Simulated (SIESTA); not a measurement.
# KLaZr2O6 under changes of volume

One of the cells (14.693 Å³/atom); the others are scaled copies at fixed shape and fractional positions:

```
CELL_PARAMETERS angstrom
0.00000 4.18816 4.18816
4.18816 0.00000 4.18816
4.18816 4.18816 0.00000
ATOMIC_POSITIONS crystal
La 0.00000 0.00000 0.00000
Zr 0.75000 0.75000 0.75000
Zr 0.25000 0.25000 0.25000
K 0.50000 0.50000 0.50000
O 0.00000 0.50000 0.00000
O 0.50000 0.00000 0.50000
O 0.50000 0.00000 0.00000
O 0.00000 0.50000 0.50000
O 0.00000 0.00000 0.50000
O 0.50000 0.50000 0.00000
```

The cell comes from a database or a generator and needn't be the stable form of this composition.

* Program: SIESTA 5.4.2
* Functional: LDA
* Potentials or basis: PseudoDojo 0.4 standard (PBE and LDA files)
* Basis: DZP (energy shift 0.003 Ry; two zetas on semicore shells; d shell added on K)
* Grid cutoff: 800 Ry
* Energy shift: 0.003 Ry
* k mesh: 4 × 4 × 4
* Occupations: fermi-dirac, width 0.05 eV
* Spin: no spin polarisation

```csv
volume (Å³/atom),energy over the lowest point (meV/atom),pressure (GPa),gap on the mesh (eV)
13.811,0.05,2.0,2.52
14.105,0.00,-1.9,2.48
14.399,?,?,?
14.693,18.97,-8.2,2.41
14.987,36.55,-10.9,2.37
15.280,58.90,-13.3,2.33
15.574,85.29,-15.4,2.29
```

Problem. What does the run at 14.399 Å³/atom give?

Solution. Energy over the lowest point 6.58 meV/atom; pressure -5.2 GPa; gap on the mesh 2.45 eV.

Worked out: A Birch-Murnaghan fit of order 3 (a polynomial in V^(-2/3)) to the other rows has its minimum at 13.96 Å³/atom with B0 = V·E''(V) = 181 GPa and B' = 4.5. It gives 6.53 meV/atom at 14.399 Å³/atom, against the run's 6.58, and -dE/dV = -5.2 GPa, against -5.2. A straight line through the other rows of the gap, of slope -1.9 eV per unit of ln V (its deformation potential), gives 2.44 eV, against the run's 2.45.

Energies are extrapolated to zero smearing.

Caveats: the potentials were made for another functional, which shifts forces and pressure; spin-orbit coupling is left out, which moves the levels of the heavy elements; the basis of atomic orbitals isn't converged, which shifts pressures, moduli and gaps.

A mesh can miss the band edges.
